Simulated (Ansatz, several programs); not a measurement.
KNaF2 as one 4-atom ordering (R-3m) on the rocksalt lattice, relaxed with PBE in Ansatz (plane waves, PAW): it is trigonal, R-3m (No. 166); a = 3.566 Å, c = 17.715 Å in the conventional setting, 16.26 Å³ an atom. Around Na lie 6 F at 2.43 Å; around K lie 6 F at 2.64 Å; around F lie 3 Na at 2.43 Å and 3 K at 2.64 Å. The cell was then scaled with its shape and fractional coordinates held, which makes it stiffer than a relaxed compression. The structure was generated, not taken from experiment, and needn't be the ground state; spin polarisation is off.

| V (Å³/atom) | E (meV/atom) |
| --- | --- |
| 15.285 | 7.41 |
| 15.773 | 1.76 |
| 16.261 | 0.00 |
| 17.236 | 5.77 |

Task: Pass a cubic E = c₀ + c₁u + c₂u² + c₃u³, with u = V − 16.139 Å³, through these points.

Result: c₀ = 0.11, c₁ = -1.753, c₂ = 7.235, c₃ = -0.8493 (meV and Å³).

Task: Where is the minimum, and what bulk modulus follows?

Result: dE/du = 0 at u = +0.124, so V₀ = 16.26 Å³. B = V₀ d²E/dV² = 16.26 × (2c₂ + 6c₃u) = 16.26 × 13.838 = 225 meV/Å³, and 1 meV/Å³ is 0.16022 GPa: 36 GPa. A third-order Birch-Murnaghan fit to all five points gives 16.26 Å³ and 36 GPa.

Task: Predict the energy and the pressure at the withheld volume, 16.749 Å³.

Result: With u = +0.610: E ≈ 1.54 meV and P = −dE/dV ≈ -0.98 GPa. The run gives 1.52 meV and, from its stress, -0.98 GPa.
